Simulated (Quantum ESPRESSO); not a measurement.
## BiTe under changes of volume

One of the cells (33.725 Å³/atom); the others are scaled copies at fixed shape and fractional positions:

```
Bi Te
1.0
     2.42271    1.39875    3.31729
    -2.42271    1.39875    3.31729
     0.00000   -2.79750    3.31729
Bi Te
1 1
Direct
  0.50000 0.50000 0.50000
  0.00000 0.00000 0.00000
```

The cell comes from a database or a generator and needn't be the stable form of this composition.

| Property | Result |
| --- | --- |
| Program | Quantum ESPRESSO 7.5 |
| Functional | r2SCAN |
| Potentials or basis | SG15 PBE 1.2 |
| Cutoff | 952 eV |
| Density cutoff | 3810 eV |
| k mesh | 5 × 5 × 5 |
| Occupations | fermi-dirac, width 0.05 eV |
| Spin | no spin polarisation |

| volume (Å³/atom) | energy over the lowest point (meV/atom) | pressure (GPa) |
| --- | --- | --- |
| 31.701 | 3.60 | 1.5 |
| 32.376 | 0.00 | 0.3 |
| 33.050 | 1.23 | -0.8 |
| 33.725 | 6.77 | -1.8 |
| 34.399 | 16.14 | -2.7 |
| 35.074 | 28.93 | -3.4 |
| 35.748 | ? | ? |

**Question.** What does the run at 35.748 Å³/atom give?

**Answer.** Energy over the lowest point 44.77 meV/atom; pressure -4.1 GPa.

Worked out: A Birch-Murnaghan fit of order 3 (a polynomial in V^(-2/3)) to the other rows has its minimum at 32.53 Å³/atom with B0 = V·E''(V) = 54 GPa and B' = 4.6 at fixed shape and positions, which overstates the stiffness. It gives 44.74 meV/atom at 35.748 Å³/atom, against the run's 44.77, and -dE/dV = -4.1 GPa, against -4.1.

Energies are extrapolated to zero smearing.

Caveats: the potentials were made for another functional, which shifts forces and pressure.
